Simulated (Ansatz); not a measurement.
# CH4BI: interaction energy of a dimer with the counterpoise correction from a Python script

Wanted for CH4BI: the interaction energy of a dimer with the counterpoise correction.

Program: Ansatz 0.2.0, driven from Python. Level of theory: PBE/def2-SVP. These are calculated values, not measurements.

## 1. The system

Bond lengths: B1–C2 1.534 Å, C2–I3 2.121 Å, B1–H4 1.122 Å, B1–H5 1.240 Å, C2–H6 1.122 Å, C2–H7 1.129 Å. Angles: B1–C2–I3 108.4°, B1–C2–H6 110.6°, B1–C2–H7 110.4°, I3–C2–H6 110.2°, I3–C2–H7 109.2°, H6–C2–H7 107.9°, C2–B1–H4 123.3°, C2–B1–H5 119.8°, H4–B1–H5 116.9°.

The script holds or builds the structure itself.

## 2. The code

The input, dimer.py:

```python
"""Binding of a CH4BI dimer at a trial geometry."""

import ansatz as az

FIRST = [
    ("B", (-0.7916, 0.124, -0.4449)),
    ("C", (0.5723, 0.1026, 0.2576)),
    ("I", (0.8763, -1.834, 1.0687)),
    ("H", (-1.4765, -0.7642, -0.4868)),
    ("H", (-1.1895, 1.1656, -0.9883)),
    ("H", (0.6103, 0.8744, 1.0711)),
    ("H", (1.3984, 0.3315, -0.4777)),
]
SECOND = [
    ("B", (-4.3656, -0.1982, -0.1512)),
    ("C", (-4.7621, -1.3298, 0.8061)),
    ("I", (-6.8206, -1.1192, 1.274)),
    ("H", (-5.0842, 0.587, -0.5074)),
    ("H", (-3.1959, -0.1132, -0.5551)),
    ("H", (-4.1453, -1.2901, 1.7424)),
    ("H", (-4.5924, -2.3351, 0.3203)),
]

def energy(atoms, ghosts=()):
    molecule = az.Crystal.molecule()
    for symbol, xyz in atoms:
        molecule = molecule.atom(symbol, xyz)
    calc = (
        molecule.calculation()
        .basis(gaussian="def2-SVP")
        .functional("PBE")
    )
    deck = calc.input()
    if ghosts:
        deck = deck.set(az.key.basis.gaussian.ghost_atoms, [{"symbol": s, "position_ang": list(xyz)} for s, xyz in ghosts])
    return az.Session.from_dict(deck).plan().execute().report["free_energy_ev"]

# ghost atoms carry the functions of the partner
both = energy(FIRST + SECOND)
alone = energy(FIRST) + energy(SECOND)
ghosted = energy(FIRST, SECOND) + energy(SECOND, FIRST)
print(f"dimer {both:.6f} eV")
print(f"interaction, uncorrected   {96.485332 * (both - alone):8.3f} kJ/mol")
print(f"interaction, counterpoise  {96.485332 * (both - ghosted):8.3f} kJ/mol")
print(f"basis-set superposition    {96.485332 * (alone - ghosted):8.3f} kJ/mol")
```

## 3. What the engine is handed

The package turns the script's settings into the engine's input (first run):

```yaml
crystal:
  periodic: [false, false, false]
  atoms:
    - { symbol: B, position_ang: [-0.7916, 0.124, -0.4449] }
    - { symbol: C, position_ang: [0.5723, 0.1026, 0.2576] }
    - { symbol: I, position_ang: [0.8763, -1.834, 1.0687] }
    - { symbol: H, position_ang: [-1.4765, -0.7642, -0.4868] }
    - { symbol: H, position_ang: [-1.1895, 1.1656, -0.9883] }
    - { symbol: H, position_ang: [0.6103, 0.8744, 1.0711] }
    - { symbol: H, position_ang: [1.3984, 0.3315, -0.4777] }
    - { symbol: B, position_ang: [-4.3656, -0.1982, -0.1512] }
    - { symbol: C, position_ang: [-4.7621, -1.3298, 0.8061] }
    - { symbol: I, position_ang: [-6.8206, -1.1192, 1.274] }
    - { symbol: H, position_ang: [-5.0842, 0.587, -0.5074] }
    - { symbol: H, position_ang: [-3.1959, -0.1132, -0.5551] }
    - { symbol: H, position_ang: [-4.1453, -1.2901, 1.7424] }
    - { symbol: H, position_ang: [-4.5924, -2.3351, 0.3203] }
basis:
  gaussian:
    orbitals: def2-SVP
hamiltonian:
  xc: pbe
```

## 4. Running it

Run with:

```bash
> python dimer.py
```

**Question.** How large is the interaction at this pose, and how much of it is basis-set superposition?

The runs gave:

| quantity | value |
| --- | --- |
| interaction energy, uncorrected | 13.394 kJ/mol |
| interaction energy, counterpoise | 15.272 kJ/mol |
| runs compared | 5 |

In words: The pair is unbound at this geometry and level. Uncorrected it is 13.394 kJ/mol, with the counterpoise correction 15.272 kJ/mol; the difference, 1.878 kJ/mol, is the superposition error. In this basis both values are repulsive. The dimer is a generated trial pose of unrelaxed monomers, not a minimum, so the figure is no binding energy, and the basis set is small. def2 sets replace the cores of elements past krypton by effective core potentials. This level lacks the dispersion part of the attraction (electrostatics and induction are there), which can decide the sign where the interaction is weak.
